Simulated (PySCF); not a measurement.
**[Pr(NH3)3]3+: forces at shaken geometries**

Aim: move all atoms of relaxed [Pr(NH3)3]3+ at random and read energies and forces. The species was built from a template and needn't be a known compound.

Method: BP86, Pr lcecp-1-SVP with ECP48, N def2-SVP, H def2-SVP; scalar-relativistic core potentials, no spin–orbit coupling; program: PySCF 2.14.0.

4 further runs of the same task are left out: 2 for a known fault of the program, 2 that didn't finish.

**1. Starting geometry**

13 atoms, charge 3, spin multiplicity 1.

Bond lengths: Pr1–N2 2.525 Å, Pr1–N6 2.525 Å, Pr1–N10 2.525 Å, N2–H3 1.047 Å, N2–H4 1.046 Å, N2–H5 1.046 Å, N6–H7 1.047 Å, N6–H8 1.046 Å, N6–H9 1.046 Å, N10–H11 1.047 Å, N10–H12 1.046 Å, N10–H13 1.046 Å. Angles: N2–Pr1–N6 112.2°, N2–Pr1–N10 112.2°, N6–Pr1–N10 112.2°, Pr1–N2–H3 114.7°, Pr1–N2–H4 116.4°, Pr1–N2–H5 115.8°, H3–N2–H4 102.6°, H3–N2–H5 102.6°, H4–N2–H5 102.8°, Pr1–N6–H7 114.7°, Pr1–N6–H8 116.4°, Pr1–N6–H9 115.8°, H7–N6–H8 102.6°, H7–N6–H9 102.6°, H8–N6–H9 102.8°, Pr1–N10–H11 114.7°, Pr1–N10–H12 116.4°, Pr1–N10–H13 115.8° and more.

As a file:

```xyz
13
H9N3Pr
Pr    0.0000    0.0000    0.7302
N     2.4202   -0.0006    0.0104
H     3.1007   -0.2627    0.7622
H     2.6742   -0.6544   -0.7661
H     2.7945    0.9163   -0.3273
N    -1.2096    2.0962    0.0104
H    -1.3228    2.8166    0.7622
H    -0.7704    2.6431   -0.7661
H    -2.1907    1.9620   -0.3273
N    -1.2106   -2.0957    0.0104
H    -1.7779   -2.5539    0.7622
H    -1.9038   -1.9887   -0.7661
H    -0.6037   -2.8782   -0.3273
```

Formal oxidation states: Pr +3. Each metal's 2 4f electrons lie in its core potential, so multiplicities, spins and levels count the valence alone. An earlier session relaxed this geometry at BP86, Pr lcecp-1-SVP with ECP48, N def2-SVP, H def2-SVP (singlet, point group C3).

Its energy there is -201.478040 Eh.

**2. Atoms moved at random, σ = 0.03 Å**

Contents of run.py (the lines that set the calculation):

```python
mol = gto.M(atom='''
Pr     0.00642     0.00368     0.72689
N      2.44000    -0.03163     0.03303
H      3.14533    -0.26068     0.77244
H      2.68477    -0.63882    -0.76750
H      2.83494     0.91790    -0.31150
N     -1.20718     2.09982    -0.01253
H     -1.33178     2.83805     0.75846
H     -0.76587     2.63558    -0.75716
H     -2.23164     1.95281    -0.33065
N     -1.20760    -2.08463     0.00942
H     -1.78500    -2.55897     0.74702
H     -1.98009    -1.99565    -0.76839
H     -0.60231    -2.87746    -0.33162''',
    basis={'Pr': 'lcecp-1-SVP', 'N': 'def2-SVP', 'H': 'def2-SVP'},
    ecp={'Pr': 'lcecp-1-SVP'},
    charge=3, spin=0)
mf = dft.RKS(mol, xc='B88,P86')
mf.grids.atom_grid = (50, 194)  # f atoms: unpruned, at least (60, 302)
mf = mf.density_fit()  # fitting sets: Pr AutoAux, N def2-universal-JKFIT, H def2-universal-JKFIT
mf.conv_tol = 1e-08; mf.max_cycle = 55
mf.kernel(dm0)  # dm0: the density of the relaxed state
```

Launch:

```
$ OMP_NUM_THREADS=2 python run.py
```

Log:

```text
init E= -201.380600210743
  HOMO = -0.844439717696274  LUMO = -0.637578435132922  gap/eV = 5.62898
cycle= 1 E= -201.471464381584  delta_E= -0.0909  |g|= 0.0603  |ddm|= 0.123
  HOMO = -0.818513025637934  LUMO = -0.622783034244594  gap/eV = 5.32608
cycle= 2 E= -201.469403183245  delta_E= 0.00206  |g|= 0.114  |ddm|= 0.144
  HOMO = -0.825747454279039  LUMO = -0.621348052718305  gap/eV = 5.56199
cycle= 3 E= -201.472360916325  delta_E= -0.00296  |g|= 0.00915  |ddm|= 0.0949
  HOMO = -0.825794063292096  LUMO = -0.621698423799205  gap/eV = 5.55373
cycle= 4 E= -201.47238145262  delta_E= -2.05e-05  |g|= 0.00142  |ddm|= 0.00944
  HOMO = -0.825810856692497  LUMO = -0.621787073888901  gap/eV = 5.55177
cycle= 5 E= -201.472381854765  delta_E= -4.02e-07  |g|= 0.000678  |ddm|= 0.00159
  HOMO = -0.82586805129245  LUMO = -0.62178447424699  gap/eV = 5.55340
cycle= 6 E= -201.472381960774  delta_E= -1.06e-07  |g|= 0.000193  |ddm|= 0.00065
  HOMO = -0.825868173819665  LUMO = -0.621784662605791  gap/eV = 5.55340
cycle= 7 E= -201.472381965808  delta_E= -5.03e-09  |g|= 1.74e-05  |ddm|= 0.000181
  HOMO = -0.825871817103662  LUMO = -0.62178545548587  gap/eV = 5.55347
Extra cycle  E= -201.472381965751  delta_E= 5.67e-11  |g|= 2.45e-05  |ddm|= 3.88e-05
converged SCF energy = -201.472381965751
```

Run time: 6.6 s. Hardware: 2 threads of Arm Neoverse V1, shared host.

Read off: E = -201.472382 Eh (+0.154 eV from the relaxed state), HOMO -22.47 eV, LUMO -16.92 eV, Mulliken charge on Pr1 +1.79 e, largest force component 1.697 eV/Å. 

```csv
atom,Fx,Fy,Fz (eV/Å)
Pr1,0.011,-0.010,-0.028
N2,0.375,1.697,-0.164
H3,-0.061,-0.247,-0.025
H4,0.164,-0.447,-0.206
H5,-0.550,-0.974,0.384
N6,-1.646,-0.211,1.402
H7,0.132,-0.633,-0.637
H8,0.322,0.566,-0.929
H9,1.222,0.239,0.185
N10,-1.284,-0.197,-1.057
H11,0.173,0.061,0.141
H12,1.348,-0.084,0.965
H13,-0.205,0.241,-0.032
```

**3. Atoms moved at random, σ = 0.1 Å**

Contents of run.py (the lines that set the calculation):

```python
mol = gto.M(atom='''
Pr    -0.05107    -0.11544     0.63522
N      2.39869     0.08687    -0.07105
H      3.03955    -0.11050     0.94594
H      2.62206    -0.58059    -0.85970
H      2.69474     0.77146    -0.18249
N     -1.11183     2.06430    -0.14834
H     -1.34319     2.78250     0.82501
H     -0.72748     2.47860    -0.78288
H     -2.08955     1.89379    -0.35789
N     -1.30509    -1.96954     0.04936
H     -1.70050    -2.56791     0.80981
H     -1.90229    -2.04450    -0.85832
H     -0.52404    -2.68903    -0.23677''',
    basis={'Pr': 'lcecp-1-SVP', 'N': 'def2-SVP', 'H': 'def2-SVP'},
    ecp={'Pr': 'lcecp-1-SVP'},
    charge=3, spin=0)
mf = dft.RKS(mol, xc='B88,P86')
mf.grids.atom_grid = (50, 194)  # f atoms: unpruned, at least (60, 302)
mf = mf.density_fit()  # fitting sets: Pr AutoAux, N def2-universal-JKFIT, H def2-universal-JKFIT
mf.conv_tol = 1e-08; mf.max_cycle = 55
mf.kernel(dm0)  # dm0: the density of the relaxed state
```

Launch:

```
$ OMP_NUM_THREADS=2 python run.py
```

Log:

```text
init E= -201.226415946074
  HOMO = -0.840781257640669  LUMO = -0.652821094600199  gap/eV = 5.11466
cycle= 1 E= -201.249763900311  delta_E= -0.0233  |g|= 0.192  |ddm|= 0.702
  HOMO = -0.796891983970209  LUMO = -0.623272035427832  gap/eV = 4.72444
cycle= 2 E= -201.243390457187  delta_E= 0.00637  |g|= 0.257  |ddm|= 0.339
  HOMO = -0.816937802570669  LUMO = -0.622373226546789  gap/eV = 5.29437
cycle= 3 E= -201.256965351593  delta_E= -0.0136  |g|= 0.0679  |ddm|= 0.232
  HOMO = -0.814047733801555  LUMO = -0.624896912848431  gap/eV = 5.14706
cycle= 4 E= -201.258062161202  delta_E= -0.0011  |g|= 0.00453  |ddm|= 0.0617
  HOMO = -0.81458464596882  LUMO = -0.625139489784497  gap/eV = 5.15507
cycle= 5 E= -201.258066609715  delta_E= -4.45e-06  |g|= 0.0023  |ddm|= 0.00591
  HOMO = -0.814287732595618  LUMO = -0.625153096311585  gap/eV = 5.14662
cycle= 6 E= -201.258067642859  delta_E= -1.03e-06  |g|= 0.000914  |ddm|= 0.00244
  HOMO = -0.814367186175912  LUMO = -0.625125709710571  gap/eV = 5.14952
cycle= 7 E= -201.258067832556  delta_E= -1.9e-07  |g|= 8.45e-05  |ddm|= 0.000889
  HOMO = -0.814375002304193  LUMO = -0.625136124726336  gap/eV = 5.14945
cycle= 8 E= -201.258067834154  delta_E= -1.6e-09  |g|= 3.4e-05  |ddm|= 0.000104
  HOMO = -0.814375538427362  LUMO = -0.625132926228224  gap/eV = 5.14955
Extra cycle  E= -201.258067833271  delta_E= 8.83e-10  |g|= 6.99e-05  |ddm|= 9.12e-05
converged SCF energy = -201.258067833271
```

Wall time 7.1 s (2 threads of Arm Neoverse V1, shared host).

Result: E = -201.258068 Eh (+5.986 eV from the relaxed state), HOMO -22.16 eV, LUMO -17.01 eV, Mulliken charge on Pr1 +1.71 e, largest force component 28.282 eV/Å. 

```csv
atom,Fx,Fy,Fz (eV/Å)
Pr1,0.850,2.084,0.476
N2,-10.636,-28.282,8.282
H3,-1.634,-0.329,-3.393
H4,0.673,0.462,0.801
H5,11.604,27.913,-5.659
N6,-6.567,-5.837,14.815
H7,1.283,-1.740,-3.414
H8,6.200,7.558,-10.390
H9,-1.041,-0.076,-0.922
N10,1.034,-2.744,-2.121
H11,-0.948,0.138,-0.090
H12,0.109,0.052,1.482
H13,-0.927,0.800,0.131
```

**4. Atoms moved at random, σ = 0.15 Å**

Contents of run.py (the lines that set the calculation):

```python
mol = gto.M(atom='''
Pr     0.00014    -0.00401     0.64983
N      2.45554    -0.09386    -0.09677
H      3.09682    -0.23614     1.19271
H      2.75399    -0.57681    -0.93950
H      2.69339     0.89135    -0.36791
N     -0.87505     2.11149    -0.13399
H     -1.33563     2.70687     0.78376
H     -0.95763     2.66424    -0.69787
H     -2.25803     2.07072    -0.54409
N     -1.36812    -1.97340     0.19479
H     -1.74378    -2.58654     0.81607
H     -2.09316    -1.98621    -0.62401
H     -0.36848    -2.98770    -0.46510''',
    basis={'Pr': 'lcecp-1-SVP', 'N': 'def2-SVP', 'H': 'def2-SVP'},
    ecp={'Pr': 'lcecp-1-SVP'},
    charge=3, spin=0)
mf = dft.RKS(mol, xc='B88,P86')
mf.grids.atom_grid = (50, 194)  # f atoms: unpruned, at least (60, 302)
mf = mf.density_fit()  # fitting sets: Pr AutoAux, N def2-universal-JKFIT, H def2-universal-JKFIT
mf.conv_tol = 1e-08; mf.max_cycle = 55
mf.kernel(dm0)  # dm0: the density of the relaxed state
```

Launch:

```
$ OMP_NUM_THREADS=2 python run.py
```

Log:

```text
init E= -200.086213564348
  HOMO = -1.00632987299732  LUMO = -0.807656378786562  gap/eV = 5.40618
cycle= 1 E= -201.037027032834  delta_E= -0.951  |g|= 0.725  |ddm|= 1.08
  HOMO = -0.712762765659051  LUMO = -0.608283699247312  gap/eV = 2.84302
cycle= 2 E= -200.462053825282  delta_E= 0.575  |g|= 1.64  |ddm|= 1.79
  HOMO = -0.794004594925944  LUMO = -0.604669137087562  gap/eV = 5.15208
cycle= 3 E= -201.154227207643  delta_E= -0.692  |g|= 0.161  |ddm|= 1.41
  HOMO = -0.785284923535023  LUMO = -0.6117905183426  gap/eV = 4.72102
cycle= 4 E= -201.162177836774  delta_E= -0.00795  |g|= 0.028  |ddm|= 0.185
  HOMO = -0.78950451253387  LUMO = -0.614547252061696  gap/eV = 4.76083
cycle= 5 E= -201.162195798933  delta_E= -1.8e-05  |g|= 0.03  |ddm|= 0.0452
  HOMO = -0.787808690680354  LUMO = -0.61432452460772  gap/eV = 4.72074
cycle= 6 E= -201.162407640808  delta_E= -0.000212  |g|= 0.00571  |ddm|= 0.024
  HOMO = -0.787827621426509  LUMO = -0.613660698449011  gap/eV = 4.73932
cycle= 7 E= -201.162417151185  delta_E= -9.51e-06  |g|= 0.00142  |ddm|= 0.00825
  HOMO = -0.788017506473949  LUMO = -0.613761354307673  gap/eV = 4.74175
cycle= 8 E= -201.162417464552  delta_E= -3.13e-07  |g|= 0.001  |ddm|= 0.00162
  HOMO = -0.787963418692129  LUMO = -0.613805187228603  gap/eV = 4.73909
cycle= 9 E= -201.162417723003  delta_E= -2.58e-07  |g|= 0.000176  |ddm|= 0.000914
  HOMO = -0.787970744555444  LUMO = -0.6137912845512  gap/eV = 4.73966
cycle= 10 E= -201.162417702725  delta_E= 2.03e-08  |g|= 2.09e-05  |ddm|= 0.0002
  HOMO = -0.787972740465744  LUMO = -0.61379434654235  gap/eV = 4.73964
cycle= 11 E= -201.162417702863  delta_E= -1.38e-10  |g|= 4.06e-06  |ddm|= 3.35e-05
  HOMO = -0.787972653273229  LUMO = -0.613793784197077  gap/eV = 4.73965
Extra cycle  E= -201.162417702855  delta_E= 8.19e-12  |g|= 7.1e-06  |ddm|= 1.04e-05
converged SCF energy = -201.162417702855
```

It took 8.1 s on 2 threads of Arm Neoverse V1, shared host.

Read off: E = -201.162418 Eh (+8.589 eV from the relaxed state), HOMO -21.44 eV, LUMO -16.70 eV, Mulliken charge on Pr1 +1.71 e, largest force component 17.442 eV/Å. 

```csv
atom,Fx,Fy,Fz (eV/Å)
Pr1,0.638,-0.144,-0.112
N2,-0.465,1.601,4.899
H3,-1.237,0.022,-4.888
H4,1.156,-1.490,-0.184
H5,0.289,-0.022,0.415
N6,-5.680,-13.918,17.442
H7,1.867,-1.276,-2.198
H8,0.066,16.392,-16.424
H9,3.369,-0.925,1.253
N10,3.814,0.164,-6.589
H11,-1.891,-3.142,3.466
H12,0.962,0.083,1.094
H13,-2.889,2.654,1.827
```

**5. The displacements side by side**

| σ (Å) | energy rise (eV) | harmonic estimate −½ F·u (eV) | largest force component (eV/Å) |
| --- | --- | --- | --- |
| 0.03 | 0.154 | 0.151 | 1.70 |
| 0.1 | 5.986 | 7.218 | 28.28 |
| 0.15 | 8.589 | 5.792 | 17.44 |

Every displacement raises the energy. For a harmonic well the rise equals −½ F·u; the two differ by at most 33 % here (a move with σ = 0.15 Å), from anharmonicity, the grid and the small forces left at the relaxed point. The bases are small and lack diffuse functions. Spin–orbit coupling is left out.
